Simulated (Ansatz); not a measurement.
# C5H3F5: basis-set convergence

How large a basis does C5H3F5 need? Two functionals are run in growing sets.

Method: one geometry, several basis sets; program: Ansatz 0.2.0, Gaussian basis.

Plan: PBE0-D4/def2-SVP; ωB97M-V/def2-SVP; PBE0-D4/def2-QZVPP; ωB97M-V/def2-QZVPP; the functionals' def2-TZVPP values are taken from earlier runs.

### 1 The geometry

All runs share one geometry, relaxed beforehand with PBE0-D4 in a triple-zeta def2 set.

SMILES `FC1=C(F)C(F)(F)C(F)C1`, 13 atoms, charge 0, spin multiplicity 1.

Atoms are counted from 1 here; the program's logs count them from 0.

Bond lengths: F1–C2 1.319 Å, C2–C3 1.327 Å, C2–C10 1.486 Å, C3–F4 1.318 Å, C3–C5 1.486 Å, C5–F6 1.365 Å, C5–F7 1.344 Å, C5–C8 1.547 Å, C8–F9 1.370 Å, C8–C10 1.531 Å, C8–H11 1.091 Å, C10–H12 1.092 Å, C10–H13 1.094 Å. Angles: F1–C2–C3 125.6°, F1–C2–C10 120.5°, C3–C2–C10 113.9°, C2–C3–F4 127.7°, C2–C3–C5 110.8°, F4–C3–C5 121.5°, C3–C5–F6 111.2°, C3–C5–F7 113.2°, C3–C5–C8 104.1°, F6–C5–F7 106.4°, F6–C5–C8 109.6°, F7–C5–C8 112.4°, C5–C8–F9 109.4°, C5–C8–C10 105.9°, C5–C8–H11 109.8°, F9–C8–C10 109.6°, F9–C8–H11 108.4°, C10–C8–H11 113.7° and more.

### 2 PBE0-D4 in def2-SVP

in.yaml

```yaml
crystal:
  periodic: [false, false, false]
  atoms:
    - {symbol: F, position_ang: [-2.173367, 0.795250, -1.297631]}
    - {symbol: C, position_ang: [-1.131751, 0.397075, -0.593826]}
    - {symbol: C, position_ang: [-1.101820, 0.246347, 0.723940]}
    - {symbol: F, position_ang: [-2.079225, 0.462322, 1.581684]}
    - {symbol: C, position_ang: [0.214918, -0.282957, 1.165297]}
    - {symbol: F, position_ang: [0.116902, -1.585294, 1.561007]}
    - {symbol: F, position_ang: [0.735300, 0.391170, 2.204744]}
    - {symbol: C, position_ang: [1.100710, -0.191339, -0.099739]}
    - {symbol: F, position_ang: [1.941427, 0.884410, 0.010686]}
    - {symbol: C, position_ang: [0.138152, 0.026533, -1.269849]}
    - {symbol: H, position_ang: [1.707438, -1.093904, -0.191991]}
    - {symbol: H, position_ang: [0.515438, 0.823619, -1.914661]}
    - {symbol: H, position_ang: [0.015876, -0.873221, -1.879650]}
basis:
  gaussian: {orbitals: def2-SVP}
hamiltonian: {xc: pbe0, dispersion: d4}
output: {orbitals: {seedname: orbitals}}
```

Command:

```
ansatz run in.yaml --threads 4 --pin off --events-out ev --progress --plain --max-ram 66560MiB --backend cpu
```

Further steps of the session: ωB97M-V in def2-SVP; PBE0-D4 in def2-QZVPP; ωB97M-V in def2-QZVPP.

Q: Predict the results of all the runs planned. Wanted: PBE0-D4: double and triple zeta above quadruple; ωB97M-V: double and triple zeta above quadruple.

The runs gave:

| quantity | value |
| --- | --- |
| PBE0-D4: double and triple zeta above quadruple | 23.26, 0.95 eV |
| ωB97M-V: double and triple zeta above quadruple | 23.72, 0.89 eV |

**Reading.** For PBE0-D4 the step from double to triple zeta gains 22.31 eV and the next only 0.95 eV. These are total energies; as a rule much of such shifts cancels in differences, which this series doesn't test.
